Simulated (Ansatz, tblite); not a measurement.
# SiEt(NMe2)3 (C8H23N3Si): which spin state is lowest

Is the singlet the ground state of SiEt(NMe2)3 (C8H23N3Si)? Other spin states are computed and compared level by level.

Computed with Ansatz 0.2.0, Gaussian basis. Level: as each input shows.

Plan: triplet, at the geometry of the singlet (GFN1-xTB, GFN2-xTB, PBE0-D4/def2-TZVP, PBE-D4/def2-TZVP, r2SCAN-D4/def2-TZVP); the singlet's energies come from earlier runs.

## 1. The geometry

The singlet was relaxed beforehand with PBE-D4/def2-SVP.

35 atoms, charge 0, spin multiplicity 1.

Bond lengths: Si1–C2 1.903 Å, Si1–N9 1.759 Å, Si1–N18 1.755 Å, Si1–N27 1.756 Å, C2–C3 1.537 Å, C2–H4 1.113 Å, C2–H5 1.112 Å, C3–H6 1.110 Å, C3–H7 1.110 Å, C3–H8 1.109 Å, N9–C10 1.448 Å, N9–C11 1.446 Å, C10–H12 1.120 Å, C10–H13 1.109 Å, C10–H14 1.118 Å, C11–H15 1.108 Å, C11–H16 1.118 Å, C11–H17 1.120 Å and more. Angles: C2–Si1–N9 112.0°, C2–Si1–N18 109.2°, C2–Si1–N27 109.0°, N9–Si1–N18 105.2°, N9–Si1–N27 109.5°, N18–Si1–N27 112.0°, Si1–C2–C3 114.2°, Si1–C2–H4 110.1°, Si1–C2–H5 106.4°, C3–C2–H4 110.7°, C3–C2–H5 109.5°, H4–C2–H5 105.5°, C2–C3–H6 111.9°, C2–C3–H7 112.2°, C2–C3–H8 111.4°, H6–C3–H7 107.0°, H6–C3–H8 107.4°, H7–C3–H8 106.5° and more.

## 2. Triplet at the fixed geometry, GFN1-xTB

Tight binding, by tblite at 300 K electronic temperature and without a spin-polarisation term:

```python
tblite.interface.Calculator('GFN1-xTB', numbers, positions, charge=0, uhf=2).singlepoint()
```

Energy -1103.7533 eV; 0.11 s.

## 3. Triplet at the fixed geometry, GFN2-xTB

Tight binding, by tblite at 300 K electronic temperature and without a spin-polarisation term:

```python
tblite.interface.Calculator('GFN2-xTB', numbers, positions, charge=0, uhf=2).singlepoint()
```

Energy -1065.7794 eV; 0.049 s.

## 4. Triplet at the fixed geometry, PBE0-D4/def2-TZVP

Contents of in.yaml:

```yaml
crystal:
  periodic: [false, false, false]
  atoms:
    - {symbol: Si, position_ang: [-0.152207, 0.097871, 0.205335]}
    - {symbol: C, position_ang: [-0.072226, 0.090611, 2.106330]}
    - {symbol: C, position_ang: [1.133687, -0.668193, 2.683788]}
    - {symbol: H, position_ang: [-1.023429, -0.302982, 2.528183]}
    - {symbol: H, position_ang: [-0.026169, 1.156206, 2.421979]}
    - {symbol: H, position_ang: [1.169282, -0.608547, 3.791831]}
    - {symbol: H, position_ang: [1.119306, -1.745750, 2.416471]}
    - {symbol: H, position_ang: [2.090918, -0.260934, 2.298400]}
    - {symbol: N, position_ang: [1.450065, 0.128155, -0.520758]}
    - {symbol: C, position_ang: [2.347362, 1.242467, -0.296691]}
    - {symbol: C, position_ang: [2.079194, -1.032819, -1.109548]}
    - {symbol: H, position_ang: [3.193490, 0.984793, 0.390058]}
    - {symbol: H, position_ang: [1.798355, 2.096810, 0.149651]}
    - {symbol: H, position_ang: [2.807161, 1.604333, -1.249054]}
    - {symbol: H, position_ang: [1.337600, -1.844778, -1.242968]}
    - {symbol: H, position_ang: [2.515365, -0.802587, -2.113000]}
    - {symbol: H, position_ang: [2.914213, -1.436791, -0.481951]}
    - {symbol: N, position_ang: [-0.928801, 1.576339, -0.333346]}
    - {symbol: C, position_ang: [-2.094433, 2.099485, 0.347521]}
    - {symbol: C, position_ang: [-0.672648, 2.199739, -1.614435]}
    - {symbol: H, position_ang: [-2.001453, 3.195710, 0.541779]}
    - {symbol: H, position_ang: [-2.240374, 1.601607, 1.327034]}
    - {symbol: H, position_ang: [-3.035908, 1.954241, -0.239486]}
    - {symbol: H, position_ang: [0.203863, 1.726041, -2.098171]}
    - {symbol: H, position_ang: [-1.541040, 2.110627, -2.315418]}
    - {symbol: H, position_ang: [-0.460216, 3.291696, -1.507806]}
    - {symbol: N, position_ang: [-1.014504, -1.332988, -0.336345]}
    - {symbol: C, position_ang: [-1.066837, -2.586710, 0.382729]}
    - {symbol: C, position_ang: [-1.526548, -1.410130, -1.689277]}
    - {symbol: H, position_ang: [-2.104545, -2.999446, 0.401387]}
    - {symbol: H, position_ang: [-0.746280, -2.456991, 1.434750]}
    - {symbol: H, position_ang: [-0.415615, -3.379623, -0.067563]}
    - {symbol: H, position_ang: [-1.543241, -0.405383, -2.156168]}
    - {symbol: H, position_ang: [-0.921235, -2.080177, -2.351948]}
    - {symbol: H, position_ang: [-2.572139, -1.801893, -1.703303]}
basis:
  gaussian: {orbitals: def2-TZVP, fitting: {mean_field: def2-universal-jkfit}}
magnetization: {spin_polarized: true, initial_magnetization: 2}
hamiltonian: {xc: pbe0, dispersion: d4}
scf: {omitted_lower_state_checks: [starts]}
output: {orbitals: {seedname: orbitals}}
```

Launch:

```
ansatz run in.yaml --threads 2 --pin off --events-out ev --progress --plain --max-ram 22528MiB --backend cuda --devices 0, --max-vram 18GiB
```

What it wrote:

```text
Functional definition: PBE0
  name "PBE0"
  cite "Adamo & Barone, J. Chem. Phys. 110, 6158 (1999) doi:10.1063/1.478522"
  cite "Perdew, Burke & Ernzerhof, Phys. Rev. Lett. 77, 3865 (1996) doi:10.1103/PhysRevLett.77.3865"
  parent pbe
  parameter a = 0.25
  parameter kappa = 0.804
  parameter beta = 0.06672455060314922
  exchange = (1 - a)*pbe_x(kappa = kappa, mu = beta*pi^2/3) + a*exact_x
  correlation = pbe_c(beta = beta)
these checks for a lower state are left out or cut short: starts
1373 factors; integrals over basis functions are off by at most 4.0e-1 eV
mean field evaluation 1: about -20974.4045 eV, gradient 7.5e1 eV
mean field evaluation 2: about -20946.8245 eV, gradient 1.0e2 eV
mean field evaluation 4: about -20998.4401 eV, gradient 2.2e1 eV
mean field evaluation 8: about -21000.9631 eV, gradient 6.6e-1 eV
mean field evaluation 16: about -21000.9702 eV, gradient 1.2e-1 eV
mean field -21001.02110615 eV, -771.7732906475 hartree, gradient 7.2e-6 eV, S^2 2.006263; 0 other end points of the search recorded, 0 dependent functions left out
reference -21001.02116408 eV, -771.7732927765 hartree; 54, 52 occupied and 462, 464 virtual orbitals, 1373 factors
Total energy: -21001.96020393 eV, -771.8078018545 hartree
Checks for a lower state left out: starts
```

Run time: 7.5 s. Hardware: 1 × H100 (card shared with other runs) with 2 threads of AMD EPYC 7R13, shared host; peak host memory 1.2 GiB.

From the report: HOMO -0.79 eV, LUMO -4.99 eV (over both spins; with the spin held, an empty level of the minority spin lies below the top filled one); ⟨S²⟩ 2.006 (pure: 2.00).

## 5. Triplet at the fixed geometry, PBE-D4/def2-TZVP

start.molden holds the orbitals of an earlier run on this state, given as this run's starting guess.

in.yaml: that of step 4 with these lines changed.

```diff
@@ -39,5 +39,5 @@
 basis:
-  gaussian: {orbitals: def2-TZVP, fitting: {mean_field: def2-universal-jkfit}}
+  gaussian: {orbitals: def2-TZVP, fitting: {mean_field: def2-universal-jkfit}, initial_orbitals: start.molden}
 magnetization: {spin_polarized: true, initial_magnetization: 2}
-hamiltonian: {xc: pbe0, dispersion: d4}
+hamiltonian: {xc: pbe, dispersion: d4}
 scf: {omitted_lower_state_checks: [starts]}
```

Launched as before.

What it wrote:

```text
Functional definition: PBE
  name "PBE"
  cite "Perdew, Burke & Ernzerhof, Phys. Rev. Lett. 77, 3865 (1996) doi:10.1103/PhysRevLett.77.3865"
  parent pbe
  parameter kappa = 0.804
  parameter beta = 0.06672455060314922
  exchange = pbe_x(kappa = kappa, mu = beta*pi^2/3)
  correlation = pbe_c(beta = beta)
these checks for a lower state are left out or cut short: starts
1373 factors; integrals over basis functions are off by at most 4.0e-1 eV
mean field evaluation 1: about -20998.4290 eV, gradient 1.1e1 eV
mean field evaluation 2: about -20998.8383 eV, gradient 1.5e0 eV
mean field evaluation 4: about -20999.0900 eV, gradient 1.7e-1 eV
mean field evaluation 8: about -20999.0977 eV, gradient 5.2e-3 eV
mean field -20999.09769502 eV, -771.7026065925 hartree, gradient 1.6e-5 eV, S^2 2.002472; 0 other end points of the search recorded, 0 dependent functions left out
reference -20999.09776753 eV, -771.7026092572 hartree; 54, 52 occupied and 462, 464 virtual orbitals, 1373 factors
Total energy: -21000.17646946 eV, -771.7422508218 hartree
Checks for a lower state left out: starts
```

It took 7.5 s on 1 × H100 (card shared with other runs) with 2 threads of AMD EPYC 7R13, shared host; peak host memory 1.1 GiB.

Report: HOMO -0.46 eV, LUMO -5.44 eV (over both spins; with the spin held, an empty level of the minority spin lies below the top filled one); ⟨S²⟩ 2.002 (pure: 2.00).

## 6. Triplet at the fixed geometry, r2SCAN-D4/def2-TZVP

in.yaml: that of step 5 with these lines changed.

```diff
@@ -41,3 +41,3 @@
 magnetization: {spin_polarized: true, initial_magnetization: 2}
-hamiltonian: {xc: pbe, dispersion: d4}
+hamiltonian: {xc: r2scan, dispersion: d4}
 scf: {omitted_lower_state_checks: [starts]}
```

Same command.

What it wrote:

```text
Functional definition: r2SCAN
  name "r2SCAN"
  cite "Furness, Kaplan, Ning, Perdew & Sun, J. Phys. Chem. Lett. 11, 8208 (2020) doi:10.1021/acs.jpclett.0c02405"
  cite "Furness, Kaplan, Ning, Perdew & Sun, J. Phys. Chem. Lett. 11, 9248 (2020) doi:10.1021/acs.jpclett.0c03077"
  parent r2scan
  parameter k0 = 0.174
  parameter k1 = 0.065
  parameter a1 = 4.9479
  exchange = r2scan_x(k0 = k0, k1 = k1, a1 = a1)
  correlation = r2scan_c
these checks for a lower state are left out or cut short: starts
1373 factors; integrals over basis functions are off by at most 4.0e-1 eV
mean field evaluation 1: about -21011.6806 eV, gradient 6.0e0 eV
mean field evaluation 2: about -21011.8293 eV, gradient 7.1e-1 eV
mean field evaluation 4: about -21011.9376 eV, gradient 2.0e-1 eV
mean field evaluation 8: about -21011.9665 eV, gradient 5.1e-3 eV
mean field evaluation 16: about -21011.9665 eV, gradient 1.4e-4 eV
mean field -21011.96651580 eV, -772.1755270331 hartree, gradient 3.3e-6 eV, S^2 2.006379; 0 other end points of the search recorded, 0 dependent functions left out
reference -21011.96654214 eV, -772.1755280011 hartree; 54, 52 occupied and 462, 464 virtual orbitals, 1373 factors
Total energy: -21012.29469408 eV, -772.1875873624 hartree
Checks for a lower state left out: starts
```

Run time: 10 s. Hardware: 1 × H100 (card shared with other runs) with 2 threads of AMD EPYC 7R13, shared host; peak host memory 1.3 GiB.

From the report: HOMO -0.28 eV, LUMO -5.50 eV (over both spins; with the spin held, an empty level of the minority spin lies below the top filled one); ⟨S²⟩ 2.006 (pure: 2.00).

## 7. Triplet less singlet, vertical

The singlet's energies are those of its earlier runs, whose logs aren't repeated here.

```csv
level,"triplet less singlet, vertical (kJ/mol)",time
GFN1-xTB,+606.6,0.15 s
GFN2-xTB,+595.4,0.075 s
PBE-D4/def2-TZVP,+465.2,12 s
r2SCAN-D4/def2-TZVP,+509.8,14 s
PBE0-D4/def2-TZVP,+541.7,12 s
```

Times add the two runs; a level without a time comes out of a correlated run. Tight binding without a spin term can't rank spin states.

## 8. Outcome

```
                                                quantity                                       value
triplet less singlet, vertical, functionals in def2-TZVP  +465.2 (PBE-D4) to +541.7 kJ/mol (PBE0-D4)
```

In words: All functionals put the triplet above the singlet, over a spread of 76.5 kJ/mol. The checks for a lower triplet were left out, so another state of that spin may lie lower. These are electronic energies, without zero-point motion, entropy or surroundings.
